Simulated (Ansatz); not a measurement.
The system is Ga3Se.

```
Se Ga
1.0
     4.43246    0.00000    0.00000
     0.00000    4.43246    0.00000
     0.00000    0.00000    4.43246
Se Ga
1 3
Direct
  0.00000 0.00000 0.00000
  0.50000 0.50000 0.00000
  0.50000 0.00000 0.50000
  0.00000 0.50000 0.50000
```

The cell comes from a database or a generator and needn't be the stable form of this composition.

Base run:

- Program: Ansatz 0.2.0
- Functional: HSE06 form with a typed share of exact exchange
- Potentials or basis: Ansatz PAW
- Cutoff: 420 eV (not typed: the program's choice for these potentials)
- k mesh: 4 × 4 × 4
- Occupations: fermi-dirac, width 0.05 eV
- Spin: no spin polarisation

Its results: band gap on the k mesh none (metal or under the smearing width); pressure -0.2 GPa.

The run is repeated on the same cell with these changes: share of exact exchange from 0 to 0.5. What comes out?

Band gap on the k mesh none (metal or under the smearing width); pressure -1.4 GPa.

Caveats: the PAW data sets were made with another functional, which shifts forces and pressure a little (some runs); the PAW data sets come from PBE, with cores solved anew for the run's functional, which leaves a small shift of forces and pressure (some runs); the thresholds are loose for stress (some runs).
